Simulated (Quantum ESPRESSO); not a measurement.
**MoSe in Quantum ESPRESSO: convergence with SCF threshold**

Input of the first run (SCF threshold 0.001 Ry); the others differ in this setting and in those tied to it:

File pw.in:

```
&CONTROL
  calculation = 'scf'
  prefix = 'pwscf'
  outdir = './tmp'
  pseudo_dir = './pseudo'
  tprnfor = .true.
  tstress = .true.
  disk_io = 'nowf'
/
&SYSTEM
  ibrav = 0
  nat = 2
  ntyp = 2
  ecutwfc = 86
  nbnd = 22
  occupations = 'smearing'
  smearing = 'gaussian'
  degauss = 0.00999582
/
&ELECTRONS
  conv_thr = 0.001
  electron_maxstep = 120
  mixing_beta = 0.5
/
ATOMIC_SPECIES
Mo    95.9500 Mo.upf
Se    78.9710 Se.upf
CELL_PARAMETERS angstrom
   3.4706685900    0.0000000000    0.0000000000
  -1.7353343000    3.0056871700    0.0000000000
   0.0000000000    0.0000000000    4.3727953400
ATOMIC_POSITIONS crystal
Mo     0.6666666700    0.3333333300    0.0254445500
Se     0.3333333300    0.6666666700    0.1184304700
K_POINTS automatic
9 9 6 0 0 0
```

Potentials or basis: PseudoDojo 0.5 SR PBE standard.

Launch:

```console
$ OMP_NUM_THREADS=1 pw.x -in pw.in > pw.out
```

The cell was built by a generator and needn't be a form met in nature.

Hardware: 1 thread of Arm Neoverse V2, on a shared host.

Problem. The values tried are 0.001 Ry, 0.0001 Ry, 1e-05 Ry, 1e-06 Ry, 1e-07 Ry, 1e-08 Ry, 1e-10 Ry, 1e-12 Ry, loosest first. From which on does the largest force stay within 0.005 eV/Å of the tightest run that finished?

Solution. From 1e-07 Ry on.

```tsv
SCF threshold	energy less the tightest run, at zero smearing (meV/atom)	pressure (GPa)	largest force (eV/Å)	SCF cycles	CPU time (s)	peak memory (GiB)
0.001 Ry	1.99	71.18	6.108	4	34	0.14
0.0001 Ry	0.03	70.03	6.194	5	41	0.14
1e-05 Ry	0.01	69.93	6.183	6	45	0.14
1e-06 Ry	0.00	69.94	6.178	7	51	0.14
1e-07 Ry	0.00	69.90	6.183	8	56	0.14
1e-08 Ry	0.00	69.89	6.184	9	62	0.14
1e-10 Ry	0.00	69.90	6.183	10	67	0.14
1e-12 Ry	0.00	69.90	6.183	12	78	0.14
```

Against the tightest run, the energy stays within 1 meV/atom from 0.0001 Ry on; the pressure stays within 0.1 GPa from 1e-05 Ry on. The tightest run that finished is the yardstick and may itself not be fully converged.

Caveat, for the tightest run too: a pressure of tens of GPa on the cell as given is suspect, and the run, the potentials or the cell itself is likely at fault; this functional lacks dispersion, which binds the layers, so the pressure and a relaxed spacing across them are unreliable; forces of over 1 eV/Å show positions far from the minimum, so gaps and moduli don't describe the material at rest.
